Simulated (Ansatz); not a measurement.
**Te2Mo: properties at the relaxed cell**

One table from this session's results is given with a row withheld; the runs are named, their logs left out.

Program: Ansatz 0.2.0. Level of theory: DFT PBE, scalar-relativistic, plane waves, PAW. These are calculated values, not measurements.

2 further runs of the same task are left out: 2 set aside as unsound or not needed.

## Starting point

The structure is hexagonal, space group P6_3/mmc (No. 194). The conventional cell has a = 3.557 Å, b = 3.557 Å, c = 15.205 Å, α = 90.00°, β = 90.00°, γ = 120.00°. Te (site symmetry 3m) has 3 Mo at 2.74 Å in its first shell of neighbours. Mo (site symmetry -6m2) is surrounded by 6 Te at 2.74 Å.

Structure file:

```xyz
6
Lattice="3.5571 0.0000 0.0000 -1.7785 3.0805 0.0000 0.0000 0.0000 15.2047" Properties=species:S:1:pos:R:3 pbc="T T T"
Te    0.0000    2.0537    9.5956
Te    1.7785    1.0268    1.9933
Te    0.0000    2.0537   13.2115
Te    1.7785    1.0268    5.6091
Mo    0.0000    2.0537    3.8012
Mo    1.7785    1.0268   11.4035
```

It is the result of an earlier relaxation at this level (volume 27.77 Å³/atom; gap on the mesh: 1.00 eV).

The first run:

The input, input.yaml:

```yaml
crystal:
  lattice:
    - [3.5570665033, 0.0, 0.0]
    - [-1.7785332516, 3.0805099548, 0.0]
    - [0.0, 0.0, 15.2047167558]
  atoms:
    - { symbol: Te, position: [0.3333333333, 0.6666666667, 0.63109434] }
    - { symbol: Te, position: [0.6666666667, 0.3333333333, 0.13109434] }
    - { symbol: Te, position: [0.3333333333, 0.6666666667, 0.86890566] }
    - { symbol: Te, position: [0.6666666667, 0.3333333333, 0.36890566] }
    - { symbol: Mo, position: [0.3333333333, 0.6666666667, 0.25] }
    - { symbol: Mo, position: [0.6666666667, 0.3333333333, 0.75] }
basis:
  ecutwfc: 420
kpoints:
  mp_grid: { grid: [12, 12, 2] }
  band_path:
    path:
      - [[0.0, 0.0, 0.0], [0.5, 0.0, 0.0], [0.33333333, 0.33333333, 0.0], [0.0, 0.0, 0.0], [0.0, 0.0, 0.5], [0.5, 0.0, 0.5], [0.33333333, 0.33333333, 0.5], [0.0, 0.0, 0.5]]
      - [[0.5, 0.0, 0.5], [0.5, 0.0, 0.0]]
      - [[0.33333333, 0.33333333, 0.5], [0.33333333, 0.33333333, 0.0]]
    npoints: 14
hamiltonian:
  xc: pbe
scf:
  occupations: { method: gaussian, width: 0.02 }
  n_extra_bands: 15
output:
  forces: true
  stress: true
  eigenvalues: true
  populations: true
  dos: { projected: true, de: 0.02, nscf_kmesh: { grid: [18, 18, 3] } }
  bader: true
  write_density: true
  write_potential: true
  elf: true
  volumetric_format: npy
```

Run with:

```console
> ansatz run input.yaml --threads 2 --pin off --max-ram 5120MiB --backend cpu --events-out ev --progress --plain --runs-dir out
```

Among the steps run: Electronic structure at the relaxed geometry; Seeking the band edges over the whole zone; Eigenvalues a small step from each edge; The cell scaled to 0.97 of its volume; Volume × 1.03; Volume × 0.94; Point at V/V0 = 1.06.

One table of the session follows, with a row left open; its other results are not shown here.

It belongs to the step «Equation of state». 

| volume (Å³/atom) | energy above the lowest point (meV/atom) | pressure (GPa) | gap on the mesh (eV) |
| --- | --- | --- | --- |
| 26.102 | 3.7 | 0.83 | 0.88 |
| 26.935 | ? | ? | ? |
| 27.768 | 0.0 | 0.01 | 1.00 |
| 28.601 | 0.1 | -0.02 | 1.04 |
| 29.434 | 0.5 | -0.06 | 1.05 |

Estimate the missing values for volume (Å³/atom) = 26.935.

Worked estimate for «energy above the lowest point (meV/atom)». A straight line through the neighbours (26.102, 3.7) and (27.768, 0.0) gives 3.7 + (0.0 − 3.7) × (26.935 − 26.102) / (27.768 − 26.102) = 1.9; a parabola fitted to 3 rows on both sides gives 1.2.

**Answer.** energy above the lowest point (meV/atom): 0.8; pressure (GPa): 0.30; gap on the mesh (eV): 0.94. In «energy above the lowest point (meV/atom)» the line misses by +1.1 and the parabola by +0.4.

To keep in mind: Layers here are held mostly by dispersion, which this level lacks, so their spacing and the stiffness across them are unreliable there.
